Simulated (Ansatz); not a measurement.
Crystal: NiMoIrPdW.

```xyz
10
Lattice="2.7705 0.0000 0.0000 -1.3852 2.3993 0.0000 0.0000 0.0000 21.8812" Properties=species:S:1:pos:R:3 pbc="T T T"
Ni    0.0000    1.5995    0.9700
Ni    1.3852    0.7998   20.9101
Mo    1.3852    0.7998    7.4987
Mo    1.3852    0.7998   16.6997
Pd    0.0000    1.5995    9.7958
Pd    0.0000    1.5995   14.3810
Ir    0.0000    1.5995    5.2489
Ir    0.0000    1.5995   18.8288
W     1.3852    0.7998    2.9859
W     1.3852    0.7998   12.0872
```

The cell was built by a generator and needn't be a form met in nature.

| Quantity | Value |
| --- | --- |
| Program | Ansatz 0.2.0 |
| Task | relaxation of cell and atoms |
| Functional | r2SCAN |
| Dispersion | D4 |
| Potentials or basis | Ansatz PAW |
| Cutoff | 500 eV (not typed: the program's choice for these potentials) |
| k mesh | 8 × 8 × 1 |
| Occupations | fermi-dirac, width 0.05 eV |
| Spin | collinear spin, ferromagnetic start |
| Starting moments | [1.0, 1.0, 1.0, 1.0, 0.0, 0.0, 0.6, 0.6, 0.0, 0.0] μB |

At the start: volume 14.54 Å³/atom.

Problem. How do energy, volume and symmetry change on relaxing?

Solution. It ends after 5 steps and the volume is 14.15 Å³/atom (-2.7 %); space group P3m1 (No. 156, to 0.05 Å); moment 0.61 μB per cell.

Step by step:
```
step  energy change (eV)  largest force (eV/Å)  volume (Å³)
   1              0.0000                0.2410       145.45
   2             -0.0954                0.1355       142.01
   3             -0.0987                0.1215       141.53
   4             -0.1007                0.0071       141.45
   5             -0.0971                0.0070       141.45
```

Final structure:
```
Ni Mo Pd Ir W
1.0
     2.74088    0.00000    0.00000
    -1.37044    2.37367    0.00000
     0.00000    0.00000   21.74212
Ni Mo Pd Ir W
2 2 2 2 2
Cartesian
  0.0000 1.5824 0.9505
  1.3704 0.7912 20.7955
  1.3704 0.7912 7.4333
  1.3704 0.7912 16.6017
  0.0000 1.5824 9.7253
  0.0000 1.5824 14.2919
  0.0000 1.5824 5.2015
  0.0000 1.5824 18.7366
  1.3704 0.7912 2.9636
  1.3704 0.7912 12.0108
```

Caveat: the magnetic or orbital state may not be the lowest; the plane-wave basis is chosen anew once the cell has moved, so the energies of steps on either side of that aren't comparable; pairwise dispersion overbinds metals, which lowers pressure and volume; the PAW data sets come from PBE, with cores solved anew for the run's functional, which leaves a small shift of forces and pressure.
